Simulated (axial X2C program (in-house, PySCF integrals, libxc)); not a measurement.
# TeSb: EOM-IP-CCSD levels

Wanted for TeSb: EOM-IP-CCSD levels, at the two-component level.

Computed with an in-house X2C program for linear molecules on PySCF integrals. Level: two-component X2C with atomic mean-field terms, Te dyall-acv3z, Sb dyall-acv3z.

All values are calculated.

### 1 The job

task.json

```json
{"zs": [52, 51], "q": 0, "bas": ["dyall-acv3z", "dyall-acv3z"], "r0": 2.61, "eom": "ip", "rq": -1, "thr": -1.0, "nmax": 95, "grid": [1, 0.96, 1.045, 0.92, 1.09, 1.15]}
```

Keys: zs atomic numbers; q charge; bas basis sets; r0 starting distance in Å; eom kind of EOM run; thr threshold in hartree for freezing inner shells (an s shell follows its p shell); nmax most natural virtual spinors; grid distances as factors.

Run with:

```
python soeom.py task.json out
```

Further steps of the session: EOM-IP-CCSD at 2.652 Å.

Before running it: what results should come out? Wanted: next root led by one particle; T1 of the reference; lowest state, Re and ωe.

As calculated:

```
                     quantity                             value
       lowest root at 2.652 Å                 Ω = 1/2, 1.889 eV
next root led by one particle  Ω = 3/2, about 10280 cm⁻¹ higher
          T1 of the reference                             0.025
      lowest state, Re and ωe               2.554 Å, 263.2 cm⁻¹
```

What this shows: Removing an electron from the reference determinant of TeSb⁻ costs 1.89 eV and empties a spinor of 50% Sb pπ, 26% Te pπ, 8% Sb dπ. The closed-shell reference lies 0.16 eV above the lowest determinant found, so these energies count from an excited configuration. Errors of 0.1 to 0.3 eV are usual at this size, and roots led by higher excitations are left out, so the list is incomplete, and low states of that kind can be missing. T1 or the largest double amplitude of the reference is raised, which lowers the reliability. The bond is 0.113 Å shorter than in the closed-shell reference at CCSD (2.666 Å).
